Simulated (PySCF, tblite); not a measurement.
**Cl3GeH4PSi, a small molecule taken as a stand-in for a surface group (Ge site with back bonds Cl, Cl, [PH][SiH3]): NMR shifts, core binding energies and electronic excitations, part 1 of 2**

Aim: the NMR shifts, core binding energies and electronic excitations of `[SiH3][PH][Ge]([Cl])([Cl])[Cl]`.

Computed with tblite 0.8.0 and PySCF 2.14.0; each step states its level. No surroundings beyond the atoms listed, unless a continuum is named. Atoms count from 0, parts from 1.

## 1. The system as given

10 atoms, charge 0, multiplicity 1; geometry: distance geometry start.

## 2. Geometry optimisation with GFN2-xTB

The job: settings as JSON, then the geometry in Å.

```
{"job": {"kind": "relax", "xc": "GFN2-xTB", "basis": "xTB"}, "charge": 0, "multiplicity": 1}
Ge    -1.395525    -1.750695    -2.136829
Cl    -0.130167    -3.414336    -2.964432
Cl    -2.589519    -0.874530    -3.770671
P     -0.030362    -0.184867    -1.217240
Si     0.577524    -0.505799     0.841386
Cl    -2.745905    -2.575319    -0.548703
H     -0.317309     1.121697    -1.601514
H     -0.085982    -1.663793     1.346553
H      0.189237     0.611275     1.610785
H      1.960802    -0.682446     0.897351
```

Method: GFN2-xTB geometry optimisation, gas phase.

Run with:

```
OMP_NUM_THREADS=1 python cluster_run.py task.json out
```

The driver reads the jobs from task.json and runs them one after another.

What it wrote:

```text
step      E/eV     max force
  0    -598.80638    2.019
  1    -598.97480    1.793
  2    -599.26487    1.556
  3    -599.37029    1.084
  4    -599.44306    1.201
  5    -599.55127    0.914
  6    -599.61727    0.873
  7    -599.65157    0.655
  8    -599.68005    0.347
  9    -599.69375    0.250
 10    -599.70270    0.266
 11    -599.71052    0.303
 12    -599.72249    0.361
 13    -599.73755    0.404
 14    -599.75220    0.363
 15    -599.76159    0.247
 16    -599.76789    0.262
 17    -599.77334    0.231
 18    -599.77730    0.159
 19    -599.77955    0.130
 20    -599.78091    0.104
 21    -599.78218    0.107
 22    -599.78379    0.157
 23    -599.78572    0.157
 24    -599.78749    0.133
 25    -599.78865    0.078
 26    -599.78929    0.079
 27    -599.78965    0.059
 28    -599.78991    0.053
 29    -599.79023    0.064
 30    -599.79076    0.089
 31    -599.79148    0.117
 32    -599.79212    0.091
 33    -599.79243    0.037
 34    -599.79257    0.031
 35    -599.79271    0.035
 36    -599.79295    0.051
 37    -599.79331    0.059
 38    -599.79378    0.074
 39    -599.79423    0.066
 40    -599.79456    0.044
 41    -599.79475    0.038
 42    -599.79492    0.040
 43    -599.79519    0.056
 44    -599.79573    0.115
 45    -599.79686    0.189
 46    -599.79890    0.253
 47    -599.80157    0.250
 48    -599.80434    0.179
 49    -599.80680    0.129
 50    -599.80832    0.151
 51    -599.81065    0.160
 52    -599.81254    0.178
 53    -599.81518    0.197
 54    -599.81708    0.132
 55    -599.81909    0.099
 56    -599.81965    0.068
 57    -599.82023    0.083
 58    -599.82078    0.093
 59    -599.82191    0.121
 60    -599.82339    0.107
 61    -599.82456    0.079
 62    -599.82541    0.065
 63    -599.82610    0.059
 64    -599.82684    0.074
 65    -599.82760    0.059
 66    -599.82810    0.046
 67    -599.82846    0.056
 68    -599.82884    0.051
 69    -599.82944    0.075
 70    -599.82995    0.095
 71    -599.83048    0.088
 72    -599.83092    0.055
 73    -599.83127    0.058
 74    -599.83154    0.050
 75    -599.83184    0.065
 76    -599.83232    0.086
 77    -599.83309    0.093
 78    -599.83408    0.077
 79    -599.83486    0.058
 80    -599.83534    0.055
 81    -599.83562    0.048
 82    -599.83584    0.038
 83    -599.83596    0.033
 84    -599.83611    0.026
 85    -599.83623    0.036
 86    -599.83640    0.038
 87    -599.83657    0.054
 88    -599.83677    0.060
 89    -599.83698    0.051
 90    -599.83721    0.030
 91    -599.83739    0.026
 92    -599.83751    0.023
 93    -599.83758    0.026
 94    -599.83766    0.021
 95    -599.83772    0.021
 96    -599.83777    0.020
 97    -599.83784    0.030
 98    -599.83796    0.042
 99    -599.83816    0.051
100    -599.83839    0.049
101    -599.83856    0.039
102    -599.83866    0.031
103    -599.83873    0.027
104    -599.83883    0.028
105    -599.83895    0.035
106    -599.83910    0.044
107    -599.83935    0.054
108    -599.83977    0.063
109    -599.84041    0.070
110    -599.84108    0.075
111    -599.84156    0.081
112    -599.84200    0.069
113    -599.84235    0.060
114    -599.84290    0.047
115    -599.84332    0.055
116    -599.84380    0.058
117    -599.84417    0.052
118    -599.84438    0.068
119    -599.84478    0.039
120    -599.84515    0.038
121    -599.84588    0.045
122    -599.84623    0.048
123    -599.84643    0.037
124    -599.84654    0.037
125    -599.84660    0.022
126    -599.84664    0.018
127    -599.84667    0.014
128    -599.84670    0.016
129    -599.84673    0.014
130    -599.84676    0.013
131    -599.84677    0.009
132    -599.84678    0.004
```

Run time: 6.2 s. Hardware: 1 thread of Arm Neoverse N1, shared host.

Along the way:

```
step  energy from step 0 (eV)  largest force (eV/Å)
   0                   0.0000                2.0191
   5                  -0.7449                0.9142
  10                  -0.8963                0.2654
  15                  -0.9552                0.2463
  20                  -0.9745                0.1044
  25                  -0.9823                0.0777
  30                  -0.9844                0.0893
  35                  -0.9863                0.0350
  40                  -0.9882                0.0438
  45                  -0.9905                0.1884
  50                  -1.0019                0.1510
  55                  -1.0127                0.0984
  60                  -1.0170                0.1076
  65                  -1.0212                0.0597
  70                  -1.0236                0.0943
  75                  -1.0255                0.0648
  80                  -1.0290                0.0552
  85                  -1.0299                0.0361
  90                  -1.0308                0.0304
  95                  -1.0313                0.0207
 100                  -1.0320                0.0494
 105                  -1.0326                0.0355
 110                  -1.0347                0.0756
 115                  -1.0369                0.0551
 120                  -1.0388                0.0377
 125                  -1.0402                0.0220
 130                  -1.0404                0.0132
 132                  -1.0404                0.0041
```

Close pairs (by a distance rule), those that changed most:

```
   bond  before (Å)  after (Å)  change (Å)
Ge0–Cl1       2.248      2.150      -0.098
 P3–Si4       2.170      2.260      +0.090
 Ge0–P3       2.272      2.358      +0.086
Ge0–Cl5       2.242      2.166      -0.076
 Si4–H9       1.396      1.462      +0.066
Ge0–Cl2       2.205      2.143      -0.062
 Si4–H8       1.411      1.465      +0.054
 Si4–H7       1.427      1.464      +0.037
```

## 3. Relaxing the molecule at PBE0-D3(BJ)/def2-SVP

The job: settings as JSON, then the geometry in Å.

```
{"job": {"xc": "PBE0", "basis": "def2-SVP", "d3": "d3bj", "grid": 2, "kind": "geom", "shake": 0.01}, "charge": 0, "multiplicity": 1}
Ge    -0.729199    -0.620007    -1.346795
Cl     0.578408    -2.256705    -1.659539
Cl    -1.700648    -0.226427    -3.254120
P      0.399874     1.316130    -0.535266
Si     1.035991     0.420305     1.424602
Cl    -2.336238    -1.347327    -0.083959
H     -0.822708     1.823738    -0.050698
H     -0.001855    -0.295180     2.135623
H      1.447717     1.608399     2.224650
H      2.170211    -0.448508     1.146976
```

What it wrote:

```text
step   0  E = -4089.15593360  max force = 0.016674
step   1  E = -4089.15994623  max force = 0.006655
step   2  E = -4089.16038586  max force = 0.002570
step   3  E = -4089.16042242  max force = 0.000428
step   4  E = -4089.16043943  max force = 0.000705
step   5  E = -4089.16047430  max force = 0.001686
step   6  E = -4089.16057227  max force = 0.003405
step   7  E = -4089.16061882  max force = 0.003665
step   8  E = -4089.16069407  max force = 0.001762
step   9  E = -4089.16072309  max force = 0.000533
step  10  E = -4089.16072971  max force = 0.000384
optimisation converged
```

Run time: 4.3 min. Hardware: 1 thread of Arm Neoverse N1, shared host; peak memory 0.7 GiB.

Along the way:

```
step  energy from step 0 (eV)  largest force component (eV/Å)
   0                   0.0000                          0.8574
   1                  -0.1092                          0.3422
   2                  -0.1212                          0.1322
   3                  -0.1221                          0.0220
   4                  -0.1226                          0.0363
   5                  -0.1236                          0.0867
   6                  -0.1262                          0.1751
   7                  -0.1275                          0.1885
   8                  -0.1295                          0.0906
   9                  -0.1303                          0.0274
  10                  -0.1305                          0.0197
```

Close pairs (by a distance rule), those that changed most:

```
   bond  before (Å)  after (Å)  change (Å)
 Ge0–P3       2.384      2.297      -0.087
 Si4–H7       1.447      1.491      +0.044
 P3–Si4       2.247      2.282      +0.035
Ge0–Cl2       2.176      2.143      -0.033
Ge0–Cl1       2.118      2.151      +0.033
 Si4–H9       1.455      1.488      +0.033
  P3–H6       1.410      1.430      +0.020
Ge0–Cl5       2.169      2.150      -0.020
```

The final coordinates are the input of the step that follows.

```
                         at the end point                value
  point group (found at 0.08 Å tolerance)                   C1
rotational constants (GHz, main isotopes)  1.163, 0.666, 0.659
                        dipole moment (D)                 2.38
```

## 4. Nuclear shieldings: PBE0/pcSseg-1

The job: settings as JSON, then the geometry in Å.

```
{"job": {"kind": "nmr", "xc": "PBE0", "basis": "pcSseg-1"}, "charge": 0, "multiplicity": 1}
Ge    -0.783939    -0.605743    -1.293539
Cl     0.637123    -2.219660    -1.230450
Cl    -1.522678    -0.451528    -3.299253
P      0.256447     1.325276    -0.612826
Si     1.069121     0.436721     1.325955
Cl    -2.449238    -1.176847    -0.059737
H     -0.949931     1.816353    -0.023624
H      0.162743    -0.587682     1.919253
H      1.221389     1.590869     2.259375
H      2.399966    -0.153626     1.016611
```

Method: GIAO PBE0/pcSseg-1 NMR shielding, non-relativistic, gas phase.

What it wrote:

```text
coarse grid: 49080 points
cycle   1  E = -4089.6119153428  dE = -2.805e-01  |g| = 1.033e+00  |ddm| = 3.169e+00
cycle   2  E = -4089.4597245821  dE =  1.522e-01  |g| = 1.349e+00  |ddm| = 1.789e+00
cycle   3  E = -4089.7279749392  dE = -2.683e-01  |g| = 1.345e-01  |ddm| = 1.247e+00
cycle   4  E = -4089.7324871250  dE = -4.512e-03  |g| = 4.634e-02  |ddm| = 2.156e-01
cycle   5  E = -4089.7331381392  dE = -6.510e-04  |g| = 2.890e-03  |ddm| = 6.301e-02
cycle   6  E = -4089.7331403296  dE = -2.190e-06  |g| = 9.881e-04  |ddm| = 5.349e-03
final grid: 93616 points
cycle   7  E = -4089.7331602330  dE = -6.690e-08  |g| = 9.999e-04  |ddm| = 3.002e-03
cycle   8  E = -4089.7331602139  dE =  1.910e-08  |g| = 1.057e-03  |ddm| = 2.751e-03
cycle   9  E = -4089.7331605299  dE = -3.161e-07  |g| = 6.854e-05  |ddm| = 1.395e-03
cycle  10  E = -4089.7331605310  dE = -1.089e-09  |g| = 1.127e-05  |ddm| = 8.542e-05
cycle  11  E = -4089.7331605310  dE = -2.728e-11  |g| = 3.712e-06  |ddm| = 1.535e-05
converged SCF energy = -4089.7331605310

GIAO shielding tensors (ppm)
atom      isotropic    diamagn.    paramagn.     s11        s22        s33       span
  0 Ge    1137.799    2757.659   -1619.860   1058.102   1156.699   1198.597    140.495
  1 Cl     750.618    1148.555    -397.937    613.732    687.776    950.345    336.613
  2 Cl     725.534    1146.975    -421.441    583.886    640.435    952.280    368.394
  3 P      520.094     966.679    -446.585    432.183    476.647    651.452    219.269
  4 Si     424.843     878.505    -453.662    406.318    417.747    450.465     44.147
  5 Cl     729.203    1148.294    -419.091    579.584    639.999    968.026    388.443
  6 H       28.989      28.794       0.194     23.501     26.797     36.668     13.166
  7 H       26.703      28.378      -1.675     21.999     27.452     30.656      8.657
  8 H       27.035      27.727      -0.692     23.176     24.144     33.785     10.609
  9 H       27.086      28.074      -0.987     23.113     25.396     32.750      9.637
```

Run time: 60 s. Hardware: 1 thread of Arm Neoverse N1, shared host; peak memory 0.96 GiB.

The references, computed at this level on geometries of the same kind, shield at (ppm): ¹H TMS 31.27, ²⁹Si TMS 352.0, ³¹P H3PO4 310.1, ⁷³Ge GeMe4 1330, ³⁵Cl HCl 943. Their shielding less the atom's gives the shift. The references are single molecules in the gas phase, so shifts against H2O, NH3, PH3, H3PO4 or CFCl3 are not on the usual liquid scales and can be off by tens of ppm.

```
atoms                                environment  σ (ppm)  δ (ppm)
   H7          hydrogen on a silicon bonded to P    26.70     4.56
   H8          hydrogen on a silicon bonded to P    27.03     4.23
   H9          hydrogen on a silicon bonded to P    27.09     4.18
   H6  hydrogen on a phosphorus bonded to Ge, Si    28.99     2.28
  Ge0                germanium bonded to 3 Cl, P     1138      192
  Cl2                      chlorine bonded to Ge      726      218
  Cl5                      chlorine bonded to Ge      729      214
  Cl1                      chlorine bonded to Ge      751      193
   P3             phosphorus bonded to Ge, Si, H    520.1   -210.0
  Si4                   silicon bonded to P, 3 H    424.8    -72.9
```

Charges from the same density, by scheme (e):

```
atoms  Mulliken    IAO  Hirshfeld  ESP fit
  Ge0      0.59   0.81       0.36     0.18
  Cl1     -0.26  -0.28      -0.13    -0.09
  Cl2     -0.26  -0.27      -0.14    -0.08
   P3     -0.15  -0.15      -0.02    -0.18
  Si4      0.33   0.41       0.25     0.32
  Cl5     -0.26  -0.28      -0.14    -0.12
```

Mayer bond orders: Ge0–Cl1 0.99, Ge0–Cl2 1.02, Ge0–P3 1.01, P3–Si4 0.87, Ge0–Cl5 0.99.

The fields below are evaluated on a grid from the run's orbitals.

Frontier orbitals at PBE0/pcSseg-1, with the share of their density that lies nearest to each atom:

```
orbital  energy (eV)                                      lies on
   HOMO        -8.34     P3 60 %; Cl5 10 %; H6, H7 about 7 % each
   LUMO        -2.00  Ge0 29 %; P3 23 %; Cl2, Cl5 about 14 % each
```

ELF in a plane through or near 5 of the atoms.

Ten even steps from '0' (0.00) to '9' (1.00):
```
0000000000000000000000000000
0000000000000000000000000000
0000000000000012332100000000
0000000000000146776420000000
0000000001000388678741000000
0000000245200386328740000000
0000001588720178447510000000
0000001588740036775200110000
0000001331112112121224653000
0000035617714332555157874100
0000399972328664263378885200
0000599996377556311368875100
0000399995235774211157753000
0000089971018996100034531000
0000001100039999100001100000
0000000000028998100000000000
0000000000001441000000000000
0000000000000000000000000000
0000000000000000000000000000
0000000000000000000000000000
```
The map spans 12.3 Å across and 9.7 Å up, centred on the molecule. Atoms in the plane (x, y in Å): Ge0 (1.6, 0.1), Cl1 (1.3, 2.2), Si4 (-1.7, 0.2), H6 (0.0, -2.1), H8 (-2.9, -0.8).

On the surface of density 0.002 e/bohr³ the electrostatic potential runs, from the 1st to the 99th percentile, from -0.41 V near Cl5 to 1.40 V near H6.

(Continued in part 2 of 2.)
